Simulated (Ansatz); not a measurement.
# Zr2: the cost of one run

Computed with Ansatz 0.2.0, Gaussian basis. Level: def2-QZVPP, core rule «outside noble gas», up to 8 orbitals frozen.

Plan: UHF; ROHF; CCSD(T) on UHF.

**1. What is computed**

The geometry is a PBE0/def2-TZVP stationary point (not a proven minimum) of the parent state, kept for this charge and spin. No spin-orbit coupling is included. Elements past krypton take def2 core potentials.

2 atoms, charge 0, spin multiplicity 7.

Atoms are counted from 1 here; the program's logs count them from 0.

Bond lengths: Zr1–Zr2 2.388 Å.

**2. UHF**

Contents of in.yaml:

```yaml
crystal:
  periodic: [false, false, false]
  atoms:
    - {symbol: Zr, position_ang: [0.000000, 0.000000, 0.000000]}
    - {symbol: Zr, position_ang: [0.000000, 0.000000, 2.387600]}
basis:
  gaussian: {orbitals: "def2-QZVPP.json"}
magnetization: {spin_polarized: true, initial_magnetization: 6}
hamiltonian: {xc: hf}
output: {orbitals: {seedname: orbitals}}
```

Command:

```sh
> ansatz run in.yaml --threads 1 --pin off --events-out ev --progress --plain --max-ram 4096MiB --backend cpu
```

**Question.** How long does this run take on 1 thread of AMD EPYC 7R13, shared host, and how much memory does it need?

About 74 s, with a peak of 0.42 GiB.
